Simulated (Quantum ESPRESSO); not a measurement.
# Au in Quantum ESPRESSO: further runs, part 2 of 2

Quantum ESPRESSO 7.5. Earlier steps stand in the parts before.

## 3. Work function, vdW-DF-cx

Input file pw.in:

```
&CONTROL
  calculation = 'scf'
  prefix = 'pwscf'
  outdir = './tmp'
  pseudo_dir = './pseudo'
  tprnfor = .true.
  disk_io = 'low'
  tefield = .true.
  dipfield = .true.
/
&SYSTEM
  ibrav = 0
  celldm(1) = 8
  nat = 7
  ntyp = 1
  ecutwfc = 76
  nbnd = 84
  input_dft = 'vdw-df-cx'
  occupations = 'smearing'
  smearing = 'mv'
  degauss = 0.00734986
  edir = 3
  emaxpos = 0.9832
  eopreg = 0.0337
  eamp = 0
/
&ELECTRONS
  conv_thr = 7d-09
  electron_maxstep = 150
  mixing_beta = 0.3
  mixing_mode = 'local-TF'
/
ATOMIC_SPECIES
Au   196.9666 Au.upf
CELL_PARAMETERS alat
  0.6850253447004   0.0000000000000   0.0000000000000
 -0.3425126723381   0.5932493507397   0.0000000000000
  0.0000000000000   0.0000000000000   7.0014352917385
ATOMIC_POSITIONS crystal
Au     0.3333333333    0.6666666666    0.2530364372
Au     0.6666666667    0.3333333334    0.3353576248
Au     0.3333333333    0.6666666666    0.4176788124
Au     0.6666666667    0.3333333334    0.5000000000
Au     0.3333333333    0.6666666666    0.5823211876
Au     0.6666666667    0.3333333334    0.6646423752
Au     0.3333333333    0.6666666666    0.7469635628
K_POINTS automatic
11 11 1 0 0 0
```

Input file pp_density.in:

```
&INPUTPP
  prefix = 'pwscf'
  outdir = './tmp'
  filplot = 'density.dat'
  plot_num = 0
/
&PLOT
  nfile = 1
  filepp(1) = 'density.dat'
  iflag = 3
  output_format = 6
  fileout = 'density.cube'
/
```

Input file pp_potential.in:

```
&INPUTPP
  prefix = 'pwscf'
  outdir = './tmp'
  filplot = 'potential.dat'
  plot_num = 11
/
&PLOT
  nfile = 1
  filepp(1) = 'potential.dat'
  iflag = 3
  output_format = 6
  fileout = 'potential.cube'
/
```

Input file pp_elf.in:

```
&INPUTPP
  prefix = 'pwscf'
  outdir = './tmp'
  filplot = 'elf.dat'
  plot_num = 8
/
&PLOT
  nfile = 1
  filepp(1) = 'elf.dat'
  iflag = 3
  output_format = 6
  fileout = 'elf.cube'
/
```

Potentials or basis: PseudoDojo 0.5 SR PBE stringent.

Run with:

```sh
$ OMP_NUM_THREADS=1 mpirun -n 2 pw.x -nk 2 -in pw.in > pw.out
$ OMP_NUM_THREADS=1 mpirun -n 1 pp.x -in pp_density.in > pp_density.out
$ OMP_NUM_THREADS=1 mpirun -n 1 pp.x -in pp_potential.in > pp_potential.out
$ OMP_NUM_THREADS=1 mpirun -n 1 pp.x -in pp_elf.in > pp_elf.out
```

pw.out:

```text
This program is part of the open-source Quantum ESPRESSO suite
     for quantum simulation of materials; please cite
         "P. Giannozzi et al., J. Phys.:Condens. Matter 21 395502 (2009);
         "P. Giannozzi et al., J. Phys.:Condens. Matter 29 465901 (2017);
         "P. Giannozzi et al., J. Chem. Phys. 152 154105 (2020);
     in publications or presentations arising from this work. More details at

     Presently no symmetry can be used with electric field

     IMPORTANT: XC functional enforced from input :
     Exchange-correlation= VDW-DF-CX
                           (   1   4  27   0   1   0   0)
     Any further DFT definition will be discarded
     Please, verify this is what you really want

     K-points division:     npool     =       2
     Subspace diagonalization in iterative solution of the eigenvalue problem:
     a serial algorithm will be used

     G-vector sticks info
     --------------------
     sticks:   dense  smooth     PW     G-vecs:    dense   smooth      PW
     Sum         637     637    199               130487   130487   23065

     Using Slab Decomposition

     bravais-lattice index     =            0
     lattice parameter (alat)  =       8.0000  a.u.
     unit-cell volume          =    1456.8034 (a.u.)^3
     number of atoms/cell      =            7
     number of atomic types    =            1
     number of electrons       =       133.00
     number of Kohn-Sham states=           84
     kinetic-energy cutoff     =      76.0000  Ry
     charge density cutoff     =     304.0000  Ry
     scf convergence threshold =      7.0E-09
     mixing beta               =       0.3000
     number of iterations used =            8  local-TF  mixing
     Exchange-correlation= VDW-DF-CX
                           (   1   4  27   0   1   0   0)

     celldm(1)=   8.000000  celldm(2)=   0.000000  celldm(3)=   0.000000
     celldm(4)=   0.000000  celldm(5)=   0.000000  celldm(6)=   0.000000

     crystal axes: (cart. coord. in units of alat)
               a(1) = (   0.685025   0.000000   0.000000 )
               a(2) = (  -0.342513   0.593249   0.000000 )
               a(3) = (   0.000000   0.000000   7.001435 )

     reciprocal axes: (cart. coord. in units 2 pi/alat)
               b(1) = (  1.459800  0.842816 -0.000000 )
               b(2) = (  0.000000  1.685632  0.000000 )
               b(3) = (  0.000000 -0.000000  0.142828 )

[... 131 lines left out ...]
     %                                                                      %
     %%%%%%%%%%%%%%%%%%%%%%%%%%%%%%%%%%%%%%%%%%%%%%%%%%%%%%%%%%%%%%%%%%%%%%%%

     Adding external electric field

     Computed dipole along edir(3) :
        Dipole                0.0000 Ry au,          0.0000 Debye
        Dipole field          0.0000 Ry au,

        Potential amp.       -0.0000 Ry
        Total length         54.1239 bohr

     Starting wfcs are   70 randomized atomic wfcs +   14 random wfcs

     Self-consistent Calculation

     iteration #  1     ecut=    76.00 Ry     beta= 0.30
     Davidson diagonalization with overlap
     ethr =  1.00E-02,  avg # of iterations =  7.3

     Threshold (ethr) on eigenvalues was too large:
     Diagonalizing with lowered threshold

     Davidson diagonalization with overlap
     ethr =  4.19E-04,  avg # of iterations =  1.6

     negative rho (up, down):  9.123E-04 0.000E+00
[... 253 lines left out ...]
        Potential amp.       -0.0002 Ry
        Total length         54.1239 bohr

     End of self-consistent calculation

          k = 0.0000 0.0000 0.0000 ( 16409 PWs)   bands (ev):

   -96.4272 -96.4270 -96.3824 -96.2845 -96.2845 -96.0404 -96.0404 -47.9042
   -47.8635 -47.7918 -47.7918 -47.7905 -47.7905 -47.7871 -47.7333 -47.7333
   -47.7200 -47.7161 -47.6402 -47.6402 -47.6402 -47.6402 -47.4287 -47.4287
   -47.4286 -47.4286 -47.3947 -47.3947  -0.4207   0.0423   0.6810   1.2896
     1.7152   1.9634   1.9755   4.1440   4.1702   4.3343   4.4195   4.4195
     4.4316   4.4316   4.5470   4.5470   4.5886   4.6401   4.6401   4.7211
     4.7211   4.9229   4.9229   4.9290   4.9290   5.2404   5.5576   5.5576
     5.8475   5.8475   6.1599   6.1599   6.4066   6.4066   6.4101   6.6057
     6.6057   6.7929   6.7929   6.7976   6.7976   8.1995   8.7373  12.3921
    13.3728  13.5770  14.7747  15.0502  16.8832  17.2397  19.3249  19.7410
    21.8126  22.2180  23.4120  23.4189
[... 829 lines left out ...]
   -96.4200 -96.4200 -96.3756 -96.2775 -96.2775 -96.0334 -96.0334 -47.9424
   -47.9374 -47.8924 -47.8517 -47.8392 -47.8365 -47.8274 -47.7941 -47.7795
   -47.7739 -47.7738 -47.7100 -47.7099 -47.6849 -47.6849 -47.5691 -47.5691
   -47.4731 -47.4731 -47.3808 -47.3808   2.3087   2.3226   2.5334   2.6589
     2.6756   2.9272   3.0197   3.2689   3.4040   3.4859   3.5841   3.7536
     4.1426   4.5002   4.7275   4.7315   4.9773   5.0496   5.2737   5.3747
     5.5114   5.8185   5.8326   6.0948   6.2191   6.3203   6.4880   6.5753
     6.5919   6.6584   6.7869   6.9026   6.9290   7.0905   7.1041   8.0141
     8.1279   8.3818   8.9081   9.8702  11.0959  12.4035  12.7696  13.1899
    13.8074  14.4552  15.3062  15.3681  16.1187  16.3293  17.3706  17.4206
    17.8632  18.7472  18.8094  19.5377

     the Fermi energy is     8.7743 ev

!    total energy              =   -2073.33968793 Ry
     estimated scf accuracy    <          1.8E-09 Ry
     smearing contrib. (-TS)   =      -0.00033772 Ry
     internal energy E=F+TS    =   -2073.33935021 Ry

     The total energy is F=E-TS. E is the sum of the following terms:
     one-electron contribution =  -15229.86302625 Ry
     hartree contribution      =    7636.45032487 Ry
     xc contribution           =    -362.99281732 Ry
     ewald contribution        =    5883.06616850 Ry
     electric field correction =       0.00000000 Ry

     convergence has been achieved in  15 iterations

     Forces acting on atoms (cartesian axes, Ry/au):

     atom    1 type  1   force =    -0.00000005    0.00000014    0.00772763
     atom    2 type  1   force =     0.00000018   -0.00000008    0.00508975
     atom    3 type  1   force =    -0.00000010    0.00000007   -0.00233419
     atom    4 type  1   force =     0.00000007    0.00000002   -0.00000048
     atom    5 type  1   force =    -0.00000012    0.00000012    0.00233546
     atom    6 type  1   force =    -0.00000007   -0.00000019   -0.00508973
     atom    7 type  1   force =     0.00000010   -0.00000008   -0.00772844

     Total force =     0.013497     Total SCF correction =     0.000372

=------------------------------------------------------------------------------=
   JOB DONE.
=------------------------------------------------------------------------------=
```

It took 31 min on 2 MPI ranks of Arm Neoverse V1, shared host; peak memory 2.1 GiB.

What came out:

- Free energy: -28209.2235 eV
- Largest force: 0.199 eV/Å
- Band gap on the k mesh: none (metal or under the smearing width)
- Dipole across the slab: 0.00 D
- Work function of the upper face: 5.46 eV
- Work function of the lower face: 5.46 eV

Forces on the atoms (eV/Å):
```
Au   0.000  0.000  0.199
Au   0.000  0.000  0.131
Au   0.000  0.000 -0.060
Au   0.000  0.000  0.000
Au   0.000  0.000  0.060
Au   0.000  0.000 -0.131
Au   0.000  0.000 -0.199
```

Caveat: the potentials were made for another functional, which shifts forces and pressure. The run has no spin-orbit coupling, so splittings on Au are missing.
